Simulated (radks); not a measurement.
**Nb⁺ inside a hard spherical wall**

What does compression do to the levels of Nb⁺? A hard sphere of shrinking radius stands in for pressure; the configuration is held at [Kr] 4d4.

Method: scalar-relativistic Kohn-Sham, LDA (Slater exchange, VWN5 correlation), spin-polarised, spherical densities, finite nucleus; open shells are filled with parallel spins first. Code: radks (a radial shooting solver on a logarithmic mesh, Libxc functionals) version 1.

**1. The system**

* element: niobium (Z = 41)
* charge: +1
* electrons: 40
* configuration: [Kr] 4d4
* nuclear rms radius: 4.324 fm

Outer shells as boxes (Hund's rule):

Nb⁺
```
[Kr] core
4d [↑ ][↑ ][↑ ][↑ ][  ]
```

**2. The free atom**

Input:

```text
Z 41
configuration [Kr] 4d4 5s0 5p0 4f0
relativity scalar-relativistic
functional lda,vwn5
spin polarised
nucleus finite rms 4.324 fm
c 137.035999084
```

**3. Wall at 20 bohr**

Input: that of step 2 with these lines changed.

```diff
@@ -6,2 +6,3 @@
 nucleus finite rms 4.324 fm
+wall 20 bohr
 c 137.035999084
```

**4. Wall at 15 bohr**

Input: that of step 3 with these lines changed.

```diff
@@ -6,3 +6,3 @@
 nucleus finite rms 4.324 fm
-wall 20 bohr
+wall 15 bohr
 c 137.035999084
```

**5. Wall at 7 bohr**

Input: that of step 4 with these lines changed.

```diff
@@ -6,3 +6,3 @@
 nucleus finite rms 4.324 fm
-wall 15 bohr
+wall 7 bohr
 c 137.035999084
```

**6. Wall at 6 bohr**

Input: that of step 5 with these lines changed.

```diff
@@ -6,3 +6,3 @@
 nucleus finite rms 4.324 fm
-wall 7 bohr
+wall 6 bohr
 c 137.035999084
```

**7. Wall at 4 bohr**

Input: that of step 6 with these lines changed.

```diff
@@ -6,3 +6,3 @@
 nucleus finite rms 4.324 fm
-wall 6 bohr
+wall 4 bohr
 c 137.035999084
```

**8. Wall at 3.5 bohr**

Input: that of step 7 with these lines changed.

```diff
@@ -6,3 +6,3 @@
 nucleus finite rms 4.324 fm
-wall 4 bohr
+wall 3.5 bohr
 c 137.035999084
```

**9. Wall at 3 bohr**

Input: that of step 8 with these lines changed.

```diff
@@ -6,3 +6,3 @@
 nucleus finite rms 4.324 fm
-wall 3.5 bohr
+wall 3 bohr
 c 137.035999084
```

**10. Wall at 2.5 bohr**

Input: that of step 9 with these lines changed.

```diff
@@ -6,3 +6,3 @@
 nucleus finite rms 4.324 fm
-wall 3 bohr
+wall 2.5 bohr
 c 137.035999084
```

**11. Wall at 2 bohr**

Input: that of step 10 with these lines changed.

```diff
@@ -6,3 +6,3 @@
 nucleus finite rms 4.324 fm
-wall 2.5 bohr
+wall 2 bohr
 c 137.035999084
```

**12. Wall at 1.5 bohr**

Input: that of step 11 with these lines changed.

```diff
@@ -6,3 +6,3 @@
 nucleus finite rms 4.324 fm
-wall 2 bohr
+wall 1.5 bohr
 c 137.035999084
```

Q: Predict the outcome of this session. Wanted: for each run, R; E − E(free); ε(4d); ε(5s, empty); ε(5p, empty); ε(4f, empty); pressure.

**Answer**, as computed:

```
R (bohr)  E − E(free) (eV)  ε(4d) (eV)  ε(5s, empty) (eV)  ε(5p, empty) (eV)  ε(4f, empty) (eV)  pressure (GPa)
    free             0.000     -10.283            -10.214             -6.204             -0.940               0
      20            -0.000     -10.283            -10.214             -6.204             -0.787        < 0.0001
      15             0.000     -10.283            -10.214             -6.203             -0.465        < 0.0001
       7             0.063     -10.153             -9.995             -5.573              3.562           0.164
       6             0.273      -9.858             -9.460             -4.529              5.809           0.944
       4             5.015      -6.386             -1.939              6.446             17.461            41.1
     3.5            11.052      -3.394              5.353             15.901             24.186             128
       3            26.515       2.491             20.414             34.210             34.909             473
     2.5            72.309      15.347             54.183             72.675             53.887            2146
       2            230.60      47.123             137.97             162.71             92.349           12333
     1.5            882.51      140.50             378.91             409.30             184.03           98319
```

In words: Eigenvalues are for spin up. At the tightest wall, 1.5 bohr, the energy stands 882.51 eV above the free atom and the pressure, −dE/dV, is 98319 GPa. Of the levels in the table that exist at both ends, 5p (empty) rises most from the free atom (415.50 eV). From R = 3 bohr inwards the highest occupied level lies above zero, pushed up by confinement. Shells are not refilled when levels cross, and a hard wall is a model, not a crystal.
